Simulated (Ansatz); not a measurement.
# GaF (F-43m) in Ansatz: a series of runs

The runs below take GaF through single point, equation of state, with PBE.

Everything below comes from runs of Ansatz 0.2.0. Logs are shortened: lines on timing, memory, paths and dates and some standing lists are left out, and cuts for length are marked.

## 1. Starting point

It takes space group F-43m (No. 216, cubic). The conventional cell has a = 5.692 Å, b = 5.692 Å, c = 5.692 Å, α = 90.00°, β = 90.00°, γ = 90.00°. Ga (site symmetry -43m) is surrounded by 4 F at 2.46 Å. F (site symmetry -43m) has 4 Ga at 2.46 Å as nearest neighbours.

The cell was built by a generator and needn't be a form met in nature.

## 2. Single point, PBE, 21.67 Å³/atom (volume scaled by 0.94)

Contents of input.yaml:

```yaml
crystal:
  lattice:
    - [0.0, 2.7881371661, 2.7881371661]
    - [2.7881371661, 0.0, 2.7881371661]
    - [2.7881371661, 2.7881371661, 0.0]
  atoms:
    - { symbol: Ga, position: [0.25, 0.25, 0.25] }
    - { symbol: F, position: [0.0, 0.0, 0.0] }
hamiltonian:
  xc: pbe
  pseudopotentials: { kind: paw }
kpoints:
  mp_grid: { grid: [8, 8, 8] }
scf:
  occupations: { method: fermi_dirac, width: 0.05 }
output:
  forces: true
  stress: true
  eigenvalues: true
```

Potentials or basis: Ansatz PAW.

On the command line:

```console
ansatz run input.yaml --threads 2 --pin off --max-ram 5632MiB --backend cpu --events-out ev --progress --plain --runs-dir out
```

What it wrote:

```text
Warning: RAYON_NUM_THREADS=2 ignored (pool sized by the plan → 2); use --threads N
Engine: ansatz 0.2.0, x86_64-unknown-linux-gnu
Pseudopotentials: kind: paw
Pseudopotential: Ga, paw, valence charge 13, recommended cutoff 420 eV (normal), Ga.paw.azcp
Pseudopotential: F, paw, valence charge 7, recommended cutoff 420 eV (normal), F.paw.azcp
Functional definition: PBE
  parameter kappa = 0.804
  parameter beta = 0.06672455060314922
  exchange = pbe_x(kappa = kappa, mu = beta*pi^2/3)
  correlation = pbe_c(beta = beta)
Crystal: 2 atoms, lattice volume = 43.348 Å³
Basis set: ecut = 420 eV, 869 PW (Γ), exchange–correlation on 54×54×54 points (8 copies of the dense FFT grid, shifted against one another)
Bands: 14, of which v1, the nominal top of the filled ones, is band 10 counted from 1 (9 counted from 0)
Symmetry: 24 space group operations
Space group: F-43m (ITA 216), of the structure as read, at distance tolerance 3.5e-5 Å
k-points: 29 of 512 (time reversal used)
Non-local potential: Ga, projectors of the file, l = 0: 2, l = 1: 2, l = 2: 3, l = 3: 1
Non-local potential: F, projectors of the file, l = 0: 2, l = 1: 2, l = 2: 1
PAW form: soft (Blöchl's): semilocal exchange-correlation on the pseudo side does not see the compensation charge
PAW one-centre angular grid: Ga, 590 points (default); XC on 64 Gauss nodes
PAW one-centre angular grid: F, 110 points (default); XC on 64 Gauss nodes
Initial density: superposition of atomic densities (neutral atoms: chi_scale 0, normalization atom), corrected by the library's trained network
Initial wavefunctions: pseudopotential atomic-orbital guess
Functional: x = pbe(κ = 0.804, μ = 0.2195149727645171), c = pbe(β = 0.06672455060314922)
SCF iter   1: F=—  HF=-4591.386257 eV  |F-HF|=—  |Δ(HF+E_count)|=         —  Δρ=2.37e-3  dr2=1.91e-3  ethr=1.77e-3  ⟨swp⟩=5.7  Hψ=2046  notcnv=0
preconditioner: auto → none  [insulator: Δε(μ)=2.028 eV  Ē_g=16.665 eV  σ=0.050 eV  W_gap=1.00  n_scr=14 (ndim 8)  ℏωp=25.2 eV  f_vac=0.183  D(μ)=0.00/eV (n_scr^D=0)  ε∞_Penn≈3.3]
SCF iter   2: F=—  HF=-4591.387145 eV  |F-HF|=—  |Δ(HF+E_count)|=   8.88e-4  Δρ=1.86e-3  dr2=7.69e-4  ethr=9.57e-6  ⟨swp⟩=2.0  Hψ=870  notcnv=0
SCF iter   3: F=—  HF=-4591.387489 eV  |F-HF|=—  |Δ(HF+E_count)|=   3.44e-4  Δρ=9.14e-4  dr2=3.05e-4  ethr=3.85e-6  ⟨swp⟩=2.0  Hψ=696  notcnv=0
SCF iter   4: F=—  HF=-4591.387696 eV  |F-HF|=—  |Δ(HF+E_count)|=   2.07e-4  Δρ=6.00e-5  dr2=1.86e-6  ethr=1.52e-6  ⟨swp⟩=2.0  Hψ=526  notcnv=0
SCF iter   5: F=—  HF=-4591.387704 eV  |F-HF|=—  |Δ(HF+E_count)|=   7.91e-6  Δρ=2.23e-5  dr2=1.85e-7  ethr=9.30e-9  ⟨swp⟩=2.0  Hψ=519  notcnv=0
SCF iter   6: F=-4591.387704 eV  HF=-4591.387704 eV  |F-HF|=6.11e-9  |Δ(HF+E_count)|=   4.39e-7  Δρ=1.98e-6  dr2=1.22e-9  ethr=5.00e-10  ⟨swp⟩=5.9  Hψ=1767  notcnv=0
SCF 1 converged in 6 iterations: F = -4591.387704 eV  dr2 = 1.22e-9
SCF converged after 6 iterations
Free energy (F): -4591.387704 eV
Harris-Foulkes:  -4591.387704 eV  (|F-HF|=6.11e-9)
Internal energy: -4591.387704 eV  (E = F + TS)
E sigma→0 (E₀):  -4591.387704 eV
Fermi energy:    3.973992 eV
--- Per-component energies (eV) ---
  E_band       = -150.673769
  E_kinetic    = 318.443387
  E_local      = -2848.514383  (includes V_loc(G=0)·N_el)
  E_nonlocal   = 493.075078
  E_hartree    = 1254.895034
  E_xc         = -148.995672
  E_vxc        = -159.534464  (∫ρ·V_xc dr)
  E_paw        = -2181.339082  (= ΣΔE_a)
  E_vpaw       = -463.936352  (= ΣTr[D̂ρ^β])
  E_aug_tail   = 0.001958  (compensation charges beyond the density's cutoff)
  E_ewald      = -1478.954024
  E_smearing   = -0.000000  (= −TS)
  E_closure    = -0.000000  (closes the sum)
  Σ components = -4591.387704   (vs F -4591.387704, Δ=0.00e0)
--- Forces (eV/Å), atoms counted from 1 ---
  atom   1  Ga     0.00000000    -0.00000000    -0.00000000
  atom   2  F     -0.00000000     0.00000000    -0.00000000
  max |Σ_I F_I| component: 5.55e-17 eV/Å
--- Stress (GPa, compression-positive) ---
        1.834734       0.000000       0.000000
        0.000000       1.834734       0.000000
       -0.000000       0.000000       1.834734
  P = ⅓ Tr σ = 1.8347 GPa (18.347 kbar)
--- Band table (eV; the first three rows and the last of 29) ---
  k-point 0: bands = ["-19.3645", "-10.6870", "-10.6870", "-10.6870", "-10.6570", "-10.6570", "-1.2691", "-0.7688", "-0.7688", "-0.7688", "9.5017", "9.5017", "9.5017", "13.1196"]
  k-point 1: bands = ["-19.3567", "-10.6844", "-10.6844", "-10.6800", "-10.6570", "-10.6570", "-1.7577", "-0.7929", "-0.7929", "-0.1570", "8.5713", "9.5053", "9.5053", "13.9316"]
  k-point 2: bands = ["-19.3380", "-10.6799", "-10.6799", "-10.6619", "-10.6550", "-10.6550", "-2.2715", "-0.8499", "-0.8499", "0.6909", "7.1074", "9.4898", "9.4898", "14.0230"]
  k-point 28: bands = ["-19.2946", "-10.6692", "-10.6679", "-10.6530", "-10.6482", "-10.6185", "-2.5042", "-1.3977", "-1.2993", "2.9149", "6.0741", "7.2406", "8.3098", "12.7473"]
```

Run time: 1.3 s. Hardware: 2 threads of Intel Xeon Platinum 8259CL at 2.50GHz (Skylake/Cascade Lake), shared host; peak memory 0.36 GiB.

Results:

| Quantity | Value |
| --- | --- |
| Free energy | -4591.3877 eV |
| Pressure | 1.8 GPa |
| Band gap on the k mesh | 2.01 eV, indirect (least direct gap 2.02 eV) |

## 3. Single point, PBE, 22.14 Å³/atom (volume scaled by 0.96)

input.yaml, as its differences from that of step 2:

```diff
@@ -2,5 +2,5 @@
   lattice:
-    - [0.0, 2.7881371661, 2.7881371661]
-    - [2.7881371661, 0.0, 2.7881371661]
-    - [2.7881371661, 2.7881371661, 0.0]
+    - [0.0, 2.8077725818, 2.8077725818]
+    - [2.8077725818, 0.0, 2.8077725818]
+    - [2.8077725818, 2.8077725818, 0.0]
   atoms:
```

Potentials or basis: Ansatz PAW.

On the command line:

```console
ansatz run input.yaml --threads 2 --pin off --max-ram 5632MiB --backend cpu --events-out ev --progress --plain --runs-dir out
```

Run time: 1.7 s. Hardware: 2 threads of Intel Xeon Platinum 8259CL at 2.50GHz (Skylake/Cascade Lake), shared host; peak memory 0.36 GiB.

It converged, with:

```
Free energy            : -4591.3961 eV
Pressure               : 1.2 GPa
Band gap on the k mesh : 2.11 eV, indirect (least direct gap 2.11 eV)
```

## 4. Single point, PBE, 22.60 Å³/atom (volume scaled by 0.98)

input.yaml, as its differences from that of step 3:

```diff
@@ -2,5 +2,5 @@
   lattice:
-    - [0.0, 2.8077725818, 2.8077725818]
-    - [2.8077725818, 0.0, 2.8077725818]
-    - [2.8077725818, 2.8077725818, 0.0]
+    - [0.0, 2.8271371425, 2.8271371425]
+    - [2.8271371425, 0.0, 2.8271371425]
+    - [2.8271371425, 2.8271371425, 0.0]
   atoms:
@@ -19 +19,5 @@
   eigenvalues: true
+  write_density: true
+  write_potential: true
+  elf: true
+  volumetric_format: npy
```

On the command line:

```console
ansatz run input.yaml --threads 2 --pin off --max-ram 5632MiB --backend cpu --events-out ev --progress --plain --runs-dir out
```

Run time: 1.8 s. Hardware: 2 threads of Intel Xeon Platinum 8259CL at 2.50GHz (Skylake/Cascade Lake), shared host; peak memory 0.34 GiB.

Results (log left out):

- Free energy: -4591.4011 eV
- Pressure: 0.5 GPa
- Band gap on the k mesh: 2.19 eV, indirect (least direct gap 2.20 eV)

## 5. Single point, PBE, 23.06 Å³/atom

Contents of input.yaml:

```yaml
crystal:
  lattice:
    - [0.0, 2.84624, 2.84624]
    - [2.84624, 0.0, 2.84624]
    - [2.84624, 2.84624, 0.0]
  atoms:
    - { symbol: Ga, position: [0.25, 0.25, 0.25] }
    - { symbol: F, position: [0.0, 0.0, 0.0] }
hamiltonian:
  xc: pbe
  pseudopotentials: { kind: paw }
kpoints:
  mp_grid: { grid: [8, 8, 8] }
scf:
  occupations: { method: fermi_dirac, width: 0.05 }
output:
  forces: true
  stress: true
  eigenvalues: true
```

On the command line:

```console
ansatz run input.yaml --threads 2 --pin off --max-ram 5632MiB --backend cpu --events-out ev --progress --plain --runs-dir out
```

It took 1.3 s on 2 threads of Intel Xeon Platinum 8259CL at 2.50GHz (Skylake/Cascade Lake), shared host; peak memory 0.36 GiB.

It converged, with:

```yaml
Free_energy: -4591.4025 eV
Pressure: 0.0 GPa
Band_gap_on_the_k_mesh: 2.27 eV, indirect (least direct gap 2.28 eV)
```

## 6. Single point, PBE, 23.52 Å³/atom (volume scaled by 1.02)

input.yaml, as its differences from that of step 5:

```diff
@@ -2,5 +2,5 @@
   lattice:
-    - [0.0, 2.84624, 2.84624]
-    - [2.84624, 0.0, 2.84624]
-    - [2.84624, 2.84624, 0.0]
+    - [0.0, 2.8650898209, 2.8650898209]
+    - [2.8650898209, 0.0, 2.8650898209]
+    - [2.8650898209, 2.8650898209, 0.0]
   atoms:
```

Potentials or basis: Ansatz PAW.

On the command line:

```console
ansatz run input.yaml --threads 2 --pin off --max-ram 5632MiB --backend cpu --events-out ev --progress --plain --runs-dir out
```

Wall time 1.3 s (2 threads of Intel Xeon Platinum 8259CL at 2.50GHz (Skylake/Cascade Lake), shared host); peak memory 0.37 GiB.

Results (log left out):

* Free energy: -4591.4011 eV
* Pressure: -0.5 GPa
* Band gap on the k mesh: 2.35 eV, indirect (least direct gap 2.36 eV)

## 7. Single point, PBE, 23.98 Å³/atom (volume scaled by 1.04)

input.yaml, as its differences from that of step 6:

```diff
@@ -2,5 +2,5 @@
   lattice:
-    - [0.0, 2.8650898209, 2.8650898209]
-    - [2.8650898209, 0.0, 2.8650898209]
-    - [2.8650898209, 2.8650898209, 0.0]
+    - [0.0, 2.8836948215, 2.8836948215]
+    - [2.8836948215, 0.0, 2.8836948215]
+    - [2.8836948215, 2.8836948215, 0.0]
   atoms:
```

On the command line:

```console
ansatz run input.yaml --threads 2 --pin off --max-ram 5632MiB --backend cpu --events-out ev --progress --plain --runs-dir out
```

Run time: 1.3 s. Hardware: 2 threads of Intel Xeon Platinum 8259CL at 2.50GHz (Skylake/Cascade Lake), shared host; peak memory 0.37 GiB.

It converged, with:

| Item | Value |
| --- | --- |
| Free energy | -4591.3970 eV |
| Pressure | -0.9 GPa |
| Band gap on the k mesh | 2.42 eV, indirect (least direct gap 2.44 eV) |

## 8. Single point, PBE, 24.44 Å³/atom (volume scaled by 1.06)

input.yaml, as its differences from that of step 7:

```diff
@@ -2,5 +2,5 @@
   lattice:
-    - [0.0, 2.8836948215, 2.8836948215]
-    - [2.8836948215, 0.0, 2.8836948215]
-    - [2.8836948215, 2.8836948215, 0.0]
+    - [0.0, 2.9020627997, 2.9020627997]
+    - [2.9020627997, 0.0, 2.9020627997]
+    - [2.9020627997, 2.9020627997, 0.0]
   atoms:
@@ -19 +19,5 @@
   eigenvalues: true
+  write_density: true
+  write_potential: true
+  elf: true
+  volumetric_format: npy
```

On the command line:

```console
ansatz run input.yaml --threads 2 --pin off --max-ram 5632MiB --backend cpu --events-out ev --progress --plain --runs-dir out
```

It took 2.9 s on 2 threads of Intel Xeon Platinum 8259CL at 2.50GHz (Skylake/Cascade Lake), shared host; peak memory 0.35 GiB.

It converged, with:

| Quantity | Value |
| --- | --- |
| Free energy | -4591.3903 eV |
| Pressure | -1.3 GPa |
| Band gap on the k mesh | 2.49 eV, indirect (least direct gap 2.51 eV) |

## 9. Equation of state, PBE

Potentials or basis: Ansatz PAW.

No new run: the results of the series are fitted here.

Results:

| Quantity | Value |
| --- | --- |
| Equilibrium volume | 23.06 Å³/atom |
| Bulk modulus | 26 GPa |
| Pressure derivative of the bulk modulus | 3.6 |

Energy against volume, from the lowest point:
| volume (Å³/atom) | energy (meV/atom) |
| --- | --- |
| 21.674 | 7.41 |
| 22.135 | 3.19 |
| 22.596 | 0.74 |
| 23.058 | 0.00 |
| 23.519 | 0.69 |
| 23.980 | 2.76 |
| 24.441 | 6.11 |
